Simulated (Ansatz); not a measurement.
This script for Ansatz's Python interface starts 4 runs on CH3Cl2Ge, SMILES Cl[CH](Cl)[GeH2]. What input does the engine get in each?

The script, `run_methods.py`:
```python
"""One geometry of CH3Cl2Ge, method by method."""

from pathlib import Path

import ansatz
from ase import Atoms
import numpy as np

atoms = Atoms(["Cl", "C", "Cl", "Ge", "H", "H", "H"], positions=[
    (-1.3693, 1.6408, -0.5297),
    (-0.7545, 0.0967, 0.1016),
    (-1.7393, -1.239, -0.5362),
    (1.0944, -0.1396, -0.4525),
    (-0.8103, 0.1014, 1.2096),
    (1.6281, -1.4854, 0.1007),
    (1.9507, 1.0251, 0.1064),
])
ch3cl2ge = ansatz.Crystal.molecule_from_ase(atoms)

calc = (
    ch3cl2ge.calculation()
    .basis(gaussian="def2-SVP")
    .spin("collinear", total=1)  # spin-polarised run
)

print("functional    E (Ha)        dipole (D)   HOMO (eV)  LUMO (eV)")
for name in ["cam_b3lyp", "r2scan0", "pbe", "lda"]:
    rep = calc.functional(name).forces().orbitals().run(threads=1, backend="cpu", runs_dir="runs").report
    lines = Path(rep["orbitals_path"]).read_text().splitlines()
    field_of = lambda key: [line.split("=")[1].strip() for line in lines if line.startswith(key)]
    orbitals = [(27.211386 * float(e), s, float(n)) for e, s, n in zip(field_of("Ene="), field_of("Spin="), field_of("Occup="))]
    homo = max(e for e, _, n in orbitals if n > 0.5)
    lumo = min(e for e, _, n in orbitals if n < 0.5)
    dipole = 4.803205 * np.linalg.norm(rep["charge_distribution"]["dipole_moment_e_ang"])
    print(f"{name:10s} {rep['free_energy_ev'] / 27.211386246:14.6f} {dipole:9.3f} {homo:11.3f} {lumo:10.3f}")
```

Run 1:
```yaml
crystal:
  periodic: [false, false, false]
  atoms:
    - { symbol: Cl, position_ang: [-1.3693, 1.6408, -0.5297] }
    - { symbol: C, position_ang: [-0.7545, 0.0967, 0.1016] }
    - { symbol: Cl, position_ang: [-1.7393, -1.239, -0.5362] }
    - { symbol: Ge, position_ang: [1.0944, -0.1396, -0.4525] }
    - { symbol: H, position_ang: [-0.8103, 0.1014, 1.2096] }
    - { symbol: H, position_ang: [1.6281, -1.4854, 0.1007] }
    - { symbol: H, position_ang: [1.9507, 1.0251, 0.1064] }
basis:
  gaussian:
    orbitals: def2-SVP
hamiltonian:
  xc: cam_b3lyp
magnetization:
  spin_polarized: true
  initial_magnetization: 1.0
output:
  orbitals: {}
  forces: true
```

Run 2, against run 1:
```diff
-  xc: cam_b3lyp
+  xc: r2scan0
```

Run 3, against run 1:
```diff
-  xc: cam_b3lyp
+  xc: pbe
```

Run 4, against run 1:
```diff
-  xc: cam_b3lyp
+  xc: lda
```

```console
$ python run_methods.py
functional    E (Ha)        dipole (D)   HOMO (eV)  LUMO (eV)
cam_b3lyp    -3036.786822     1.449      -7.791     -2.111
r2scan0      -3036.556241     1.591      -6.938     -2.840
pbe          -3035.922931     1.320      -5.428     -3.969
lda          -3030.153306     1.367      -5.425     -4.343
```

Total energies depend on the basis set; only differences at equal settings carry meaning. The geometry is a force-field or estimated start, not a minimum of this method, and the basis set is short of its limit. A lower total doesn't mark the better method: functionals have no common bound, and MP2 and coupled cluster aren't variational. The species is open-shell (spin multiplicity 2). Levels such as HOMO and LUMO are orbital energies: with these approximate functionals they aren't the ionisation energy and electron affinity, and their gap isn't the fundamental gap. Timing: 35 s on 1 thread of Arm Neoverse V1, on a shared host, peak memory 0.43 GiB.

(Lines on the test bed's own set-up are left out of the output.)
